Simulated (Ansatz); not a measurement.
**CH4BFO: basis-set convergence**

The task here is to estimate one member of a computed series from the others.

The runs use Ansatz 0.2.0, Gaussian basis; one geometry, several basis sets.

The runs, in order: PBE0-D4/def2-SVP; ωB97M-V/def2-SVP; PBE0-D4/def2-QZVPP; ωB97M-V/def2-QZVPP; the functionals' def2-TZVPP values are taken from earlier runs.

## The relaxed structure

An earlier PBE0-D4 in a triple-zeta def2 set relaxation fixed the geometry.

8 atoms, charge 0, spin multiplicity 1.

Atoms are counted from 1 here; the program's logs count them from 0.

Bond lengths: B1–C2 1.563 Å, B1–F4 1.325 Å, B1–H6 1.197 Å, C2–O3 1.413 Å, C2–H5 1.104 Å, C2–H7 1.104 Å, O3–H8 0.959 Å. Angles: C2–B1–F4 117.5°, C2–B1–H6 124.6°, F4–B1–H6 117.9°, B1–C2–O3 111.4°, B1–C2–H5 107.7°, B1–C2–H7 107.8°, O3–C2–H5 112.2°, O3–C2–H7 112.2°, H5–C2–H7 105.3°, C2–O3–H8 108.8°.

Set-up of the first run:

The input, in.yaml:

```yaml
crystal:
  periodic: [false, false, false]
  atoms:
    - {symbol: B, position_ang: [0.617139, 0.966536, 0.157655]}
    - {symbol: C, position_ang: [-0.168711, -0.315571, -0.269371]}
    - {symbol: O, position_ang: [-0.668877, -1.010885, 0.853874]}
    - {symbol: F, position_ang: [1.142778, 1.711944, -0.803925]}
    - {symbol: H, position_ang: [-0.972582, -0.003036, -0.958002]}
    - {symbol: H, position_ang: [0.776093, 1.320629, 1.290013]}
    - {symbol: H, position_ang: [0.509222, -0.938846, -0.877577]}
    - {symbol: H, position_ang: [-1.143063, -1.787973, 0.551434]}
basis:
  gaussian: {orbitals: def2-SVP}
hamiltonian: {xc: pbe0, dispersion: d4}
output: {orbitals: {seedname: orbitals}}
```

Run with:

```console
$ ansatz run in.yaml --threads 2 --pin off --events-out ev --progress --plain --max-ram 4352MiB
```

Among the steps run: PBE0-D4 in def2-SVP; ωB97M-V in def2-SVP; PBE0-D4 in def2-QZVPP; ωB97M-V in def2-QZVPP.

One of the session's tables, all rows but one given; the rest of the session is left out.

It belongs to the step «Functionals by basis». 

| functional | basis | HOMO (eV) |
| --- | --- | --- |
| PBE0-D4 | def2-SVP | -7.84 |
| PBE0-D4 | def2-TZVPP | -8.17 |
| PBE0-D4 | def2-QZVPP | -8.24 |
| ωB97M-V | def2-SVP | -10.29 |
| ωB97M-V | def2-TZVPP | -10.63 |
| ωB97M-V | def2-QZVPP | ? |

Estimate the missing values for ωB97M-V, def2-QZVPP.

The run gave: HOMO (eV): -10.69. In the column «HOMO (eV)» it is the lowest.
